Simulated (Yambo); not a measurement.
Here is a Yambo 5.3.0 calculation.

optics0.in

```
optics
chi
Chimod= "IP"
% BndsRnXd
 1 | 32 |
%
% LongDrXd
 1 | 1 | 1 |
%
% QpntsRXd
 1 | 1 |
%
% EnRngeXd
 0 | 20 | eV
%
% DmRngeXd
 0.3 | 0.3 | eV
%
ETStpsXd= 200
```

scf.in

```
&CONTROL
  calculation = 'scf'
  prefix = 'pwscf'
  outdir = './tmp'
  pseudo_dir = './pseudo'
/
&SYSTEM
  ibrav = 0
  A = 5.67239949
  nat = 4
  ntyp = 3
  ecutwfc = 88
  nbnd = 24
  occupations = 'smearing'
  smearing = 'fd'
  degauss = 0.00367493
  force_symmorphic = .true.
/
&ELECTRONS
  conv_thr = 8d-10
  electron_maxstep = 120
  mixing_beta = 0.5
/
ATOMIC_SPECIES
Ti    47.8670 Ti.upf
Na    22.9898 Na.upf
O     15.9990 O.upf
CELL_PARAMETERS alat
   0.2656003782    0.1533444499    0.9518098116
  -0.2656003782    0.1533444499    0.9518098116
   0.0000000000   -0.3066888997    0.9518098116
ATOMIC_POSITIONS alat
Ti     0.0000000000    0.0000000000    1.4277147174
Na     0.0000000000    0.0000000000    0.0000000000
O      0.0000000000    0.0000000000    0.6744421244
O      0.0000000000    0.0000000000    2.1809873104
K_POINTS automatic
10 10 10 0 0 0
```

Contents of nscf.in:

```
&CONTROL
  calculation = 'nscf'
  prefix = 'pwscf'
  outdir = './tmp'
  pseudo_dir = './pseudo'
/
&SYSTEM
  ibrav = 0
  A = 5.67239949
  nat = 4
  ntyp = 3
  ecutwfc = 88
  nbnd = 37
  occupations = 'smearing'
  smearing = 'fd'
  degauss = 0.00367493
  force_symmorphic = .true.
/
&ELECTRONS
  conv_thr = 1d-08
  diago_full_acc = .true.
  diago_thr_init = 1d-06
/
ATOMIC_SPECIES
Ti    47.8670 Ti.upf
Na    22.9898 Na.upf
O     15.9990 O.upf
CELL_PARAMETERS alat
   0.2656003782    0.1533444499    0.9518098116
  -0.2656003782    0.1533444499    0.9518098116
   0.0000000000   -0.3066888997    0.9518098116
ATOMIC_POSITIONS alat
Ti     0.0000000000    0.0000000000    1.4277147174
Na     0.0000000000    0.0000000000    0.0000000000
O      0.0000000000    0.0000000000    0.6744421244
O      0.0000000000    0.0000000000    2.1809873104
K_POINTS automatic
10 10 10 0 0 0
```

Potentials or basis: PseudoDojo 0.4.1 SR PBEsol standard.

The run is started by

```bash
$ OMP_NUM_THREADS=1 pw.x -in scf.in > scf.out
$ OMP_NUM_THREADS=1 pw.x -in nscf.in > nscf.out
$ cd tmp/pwscf.save; p2y; mv SAVE ../..; cd ../..
$ OMP_NUM_THREADS=1 yambo
$ OMP_NUM_THREADS=1 yambo -F optics0.in -J optics0 -C optics0_out
```

Task: Estimate the band gap on the k mesh, mean-field level.

Result: None (metal or under the smearing width).

Dielectric function (along the field direction of the input):
| energy (eV) | real part | imaginary part |
| --- | --- | --- |
| 0.30 | 5.48 | 0.46 |
| 0.90 | 4.74 | 0.97 |
| 1.61 | 4.22 | 0.76 |
| 2.31 | 4.38 | 0.42 |
| 3.02 | 4.81 | 0.47 |
| 3.62 | 5.38 | 0.73 |
| 4.32 | 5.50 | 1.81 |
| 5.03 | 5.22 | 2.03 |
| 5.73 | 6.33 | 2.88 |
| 6.33 | 5.94 | 5.15 |
| 7.04 | 3.95 | 6.64 |
| 7.74 | 1.01 | 7.44 |
| 8.44 | -1.56 | 4.49 |
| 9.05 | -1.19 | 2.69 |
| 9.75 | -0.50 | 2.07 |
| 10.45 | -0.01 | 1.26 |
| 11.16 | 0.58 | 1.31 |
| 11.76 | 0.68 | 1.34 |
| 12.46 | 0.86 | 1.45 |
| 13.17 | 0.74 | 1.58 |
| 13.87 | 0.55 | 1.28 |
| 14.47 | 0.78 | 1.17 |
| 15.18 | 0.82 | 1.27 |
| 15.88 | 0.78 | 1.34 |
| 16.58 | 0.69 | 1.29 |
| 17.19 | 0.61 | 1.20 |
| 17.89 | 0.66 | 1.15 |
| 18.59 | 0.70 | 1.10 |
| 19.30 | 0.76 | 1.25 |
| 20.00 | 0.47 | 1.35 |

Caveat: the intraband (Drude) term of the metal is left out; the ground state has no gap, which makes the many-body step unreliable; spectra need much finer meshes, so this one isn't converged; independent-particle spectra lack excitons; an odd number of electrons without spin polarisation forces a metal; a magnetic or distorted state may lie lower; semilocal functionals often make such compounds metallic where correlation or magnetic order opens a gap, which also shifts bond lengths.
